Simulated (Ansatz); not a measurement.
# MoHO (doublet): the correlation ladder at a displaced geometry (v2), def2-SVP

One table from this session's results is given with a row withheld; the runs are named, their logs left out.

The runs use Ansatz 0.2.0, Gaussian basis; def2-SVP, core rule «outside noble gas», up to 5 orbitals frozen.

To be run: UHF; CCSD(T) on ROHF; CCSD(T) on UHF; CISD as a restricted active space (open shells left free, so some higher excitations enter); CCSDT(Q) on UHF.

15 further runs of the same task are left out: 7 that didn't finish, 8 set aside as unsound or not needed. Runs told in other sessions of the task aren't counted.

### The geometry

The geometry is a PBE0/def2-TZVP stationary point (not a proven minimum) with its atoms shifted at random (size 0.100 Å). No spin-orbit coupling is included. Elements past krypton take def2 core potentials.

3 atoms, charge 0, spin multiplicity 2.

Atoms are counted from 1 here; the program's logs count them from 0.

Bond lengths: Mo1–O2 1.643 Å, Mo1–H3 1.704 Å. Angles: O2–Mo1–H3 111.8°.

Set-up of the first run:

Input file in.yaml:

```yaml
crystal:
  periodic: [false, false, false]
  atoms:
    - {symbol: Mo, position_ang: [0.024143, -0.034560, 0.223577]}
    - {symbol: O, position_ang: [-0.140732, 0.114323, -1.404277]}
    - {symbol: H, position_ang: [-0.064111, 1.474910, 1.009635]}
basis:
  gaussian: {orbitals: def2-SVP}
magnetization: {spin_polarized: true, initial_magnetization: 1}
hamiltonian: {xc: hf}
output: {orbitals: {seedname: orbitals}}
```

On the command line:

```sh
$ ansatz run in.yaml --threads 1 --pin off --events-out ev --progress --plain --max-ram 2393MiB
```

Steps of the session up to this table: UHF; CCSD(T) on ROHF; CCSD(T) on UHF; CISD as a restricted active space (open shells left free, so some higher excitations enter); CCSDT(Q) on UHF.

One table of the session follows, with a row left open; its other results are not shown here.

It belongs to the step «Misses and costs». 

```
   method  from UCCSDT(Q) (meV)
      UHF              +10672.9
     RMP2               +1147.2
     UMP2                +944.6
    RCCSD               +1346.4
    UCCSD                     ?
 RCCSD(T)                +658.6
 UCCSD(T)                +303.5
   UCCSDT                +127.9
UCCSDT(Q)                     0
```

Q: Estimate the row for UCCSD from the others.

As computed: from UCCSDT(Q) (meV): +1005.2. In the column «from UCCSDT(Q) (meV)» it lies between UMP2 (+944.6) and RMP2 (+1147.2).

Not comparable, so not listed: CISD as a restricted active space (open shells left free, so some higher excitations enter) (they don't share determinant, frozen orbitals or solution with the rows shown, or repeat one).

Left out of the table: ROHF (another determinant or state than the rows shown).

To keep in mind: The determinant of HF (⟨S²⟩ 1.61) is far from a pure spin state, so its energy mixes those of several spin states; that is harmless only where they are near-degenerate. The determinant of CCSD(T) (⟨S²⟩ 1.76) is far from a pure spin state, so its energy mixes those of several spin states; high orders of coupled cluster remove much of that, low ones don't. The determinant of CCSDT(Q) (⟨S²⟩ 1.76) is far from a pure spin state, so its energy mixes those of several spin states; high orders of coupled cluster remove much of that, low ones don't. The program flags UCCSD(T), UCCSDT(Q) as in doubt, so the zero of the table is itself unsure. Warnings: spin contamination; coupled cluster took another determinant than the lowest; large T1 diagnostic. Restricted and unrestricted rows rest on different reference determinants; a gap between their highest levels can come from leftover correlation error, from unlike frozen cores or from another state.
